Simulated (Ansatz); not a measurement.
# Ca (Calcium): the cost of one run

Computed with Ansatz 0.2.0 (DFT PBEsol, frozen-core PAW, scalar-relativistic unless said, unless a step's input says otherwise).

2 further runs of the same task are left out: 1 that didn't finish, 1 set aside as unsound or not needed.

**1. The system as given**

It takes space group Fm-3m (No. 225, cubic). Conventional cell: a = 5.588 Å, b = 5.588 Å, c = 5.588 Å, α = 90.00°, β = 90.00°, γ = 90.00°. Ca (site symmetry m-3m) has 12 Ca at 3.95 Å as nearest neighbours.

Coordinates:

```
Ca
1.0
     0.00000    2.79420    2.79420
     2.79420    0.00000    2.79420
     2.79420    2.79420    0.00000
Ca
1
Direct
  0.00000 0.00000 0.00000
```

Cartesian axes are those of the input's lattice vectors. The structure goes back to a database entry.

**2. Cell and atoms relaxed, PAW**

input.yaml reads:

```yaml
crystal:
  lattice:
    - [0.0, 2.7942, 2.7942]
    - [2.7942, 0.0, 2.7942]
    - [2.7942, 2.7942, 0.0]
  atoms:
    - { symbol: Ca, position: [0.0, 0.0, 0.0] }
kpoints:
  mp_grid: { grid: [16, 16, 16] }
scf:
  occupations: { method: fermi_dirac, width: 0.05 }
hamiltonian:
  xc: pbesol
  pseudopotentials: { kind: paw }
relax:
  f_tol: 0.002
  max_steps: 80
  cell: {}
output:
  forces: true
  stress: true
```

The run is started by

```bash
> ansatz run input.yaml --threads 2 --pin off --max-ram 5120MiB --backend cpu --events-out ev --progress --plain --runs-dir out
```

Q: Estimate wall time and peak memory on 2 threads of AMD EPYC 9R45 (Zen 5), shared host.

About 2.3 s, with a peak of 0.45 GiB.
